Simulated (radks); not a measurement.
**Sn⁴⁺ in [Kr] 4d8 4f2: an all-electron calculation**

What are the levels of the tin ion Sn4+, how large are its shells, and how does its energy divide?

Program: radks (a radial shooting solver on a logarithmic mesh, Libxc functionals) version 1. Level of theory: non-relativistic Kohn-Sham, LDA (Slater exchange, Perdew-Wang correlation), spin-unpolarised, spherical densities, point nucleus. These are calculated values, not measurements, unless marked.

**1. The system**

* element: tin (Z = 50)
* charge: +4
* electrons: 46
* configuration: [Kr] 4d8 4f2

The outer shells:

Sn⁴⁺
```
[Kr] core
4d [↑↓][↑↓][↑↓][↑ ][↑ ]
4f [↑ ][↑ ][  ][  ][  ][  ][  ]
```

**2. The calculation**

Settings of this run:

```text
Z 50
configuration [Kr] 4d8 4f2 5s0 5p0 5d0 5f0
relativity non-relativistic
functional lda,pw
spin unpolarised
nucleus point
```

The run is started by

```sh
python run_ks.py task.json out
```

The same process makes all the runs of this session.

What does the calculation give?

As calculated:

| quantity | value |
| --- | --- |
| total energy | -6012.55785 hartree |
| exchange-correlation share of it | 2.55 % |
| −T/E | 0.9995 |
| highest occupied level | 4f, -23.030 eV |
| most extended occupied level | 4f, <r> = 2.20 bohr |
| radius at density 0.001 e/bohr³ | 3.89 bohr |
| maxima of the radial density | 4 |

**Reading.** 4 principal shells are occupied and 4 maxima appear in the radial density. −T/E = 0.9995, near the virial value of 1. This is not the tabulated ground configuration, so its levels and sizes aren't those of the ground state, and no measured value stands beside it.
